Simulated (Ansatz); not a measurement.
# Zn: a line through an energy map

One line of a two-coordinate grid on Zn (Im-3m, No. 229; 1 atom in the cell): normal strain along x is varied, at normal strain along z = 2.67 %.

Computed with Ansatz 0.2.0 (DFT LDA, scalar-relativistic, plane waves, PAW, unless a step's input says otherwise).

2 further runs of the same task are left out: 2 set aside as unsound or not needed.

## Step 1: Starting point

The structure is cubic, space group Im-3m (No. 229). The conventional cell has a = 3.011 Å, b = 3.011 Å, c = 3.011 Å, α = 90.00°, β = 90.00°, γ = 90.00°. Around Zn (site symmetry m-3m) lie 8 Zn at 2.61 Å.

Coordinates:

```
Zn
1.0
    -1.50564    1.50564    1.50564
     1.50564   -1.50564    1.50564
     1.50564    1.50564   -1.50564
Zn
1
Direct
  0.00000 0.00000 0.00000
```

It goes back to an entry of the Materials Project, which need not be the stable form.

This cell was relaxed beforehand with the same method: volume 13.65 Å³/atom, gap on the mesh none (metal).

## Step 2: The scan

The energy is mapped over two homogeneous strains (x along [1 0 0], y along [0 1 0], z along [0 0 1] of the conventional cell).

First coordinate, normal strain along x: 7 values from −4.00 %. Second coordinate, normal strain along z: 7 values from −4.00 %.

Nothing else is relaxed (symmetry fixes all fractional coordinates). Energies count from the relaxed crystal. Points are written as (first, second).

## Step 3: Point (−4.00 %, 2.67 %)

Contents of input.yaml:

```yaml
crystal:
  lattice:
    - [-1.4454131396, 1.5056386871, 1.54583924]
    - [1.4454131396, -1.5056386871, 1.54583924]
    - [1.4454131396, 1.5056386871, -1.54583924]
  atoms:
    - { symbol: Zn, position: [0.0, 0.0, 0.0] }
basis:
  ecutwfc: 520.0
kpoints:
  mp_grid: { grid: [20, 20, 20] }
hamiltonian:
  xc: lda
  pseudopotentials: { kind: paw }
scf:
  occupations: { method: gaussian, width: 0.15 }
output:
  forces: true
  stress: true
  eigenvalues: true
```

Launch:

```bash
> ansatz run input.yaml --threads 1 --pin off --max-ram 2048MiB --backend cpu --events-out ev --progress --plain --runs-dir out
```

Further runs follow: the other points of the line.

What does the calculation give? Wanted: for each run, normal strain along x; energy; slope; pressure.

**Answer**, as computed:

```
normal strain along x (%)  step  energy (meV/atom)  slope (meV/atom per %)  pressure (GPa)
                    −4.00     3               −4.5                    0.84             1.5
                    −2.67     4               −3.1                    1.22             0.1
                    −1.33     5               −1.2                    1.65            −1.1
                     0.00     6                1.4                    2.37            −2.3
                     1.33     7                5.0                    3.04            −3.3
                     2.67     8                9.4                    3.44            −4.3
                     4.00     –               14.2                    3.76            −5.2
```

Energies count from the relaxed crystal. Rows without a step come from runs not printed here or follow by symmetry. Slopes come from the forces (and the stress, where the cell changes), not from differences of energies.

**Reading.** Along this line the energy keeps falling to −4.00 %, the edge of the range. The highest point computed, at 4.00 %, lies 18.7 meV/atom above the lowest. This is one cut through a surface in two coordinates; the map's lowest point lies off it.
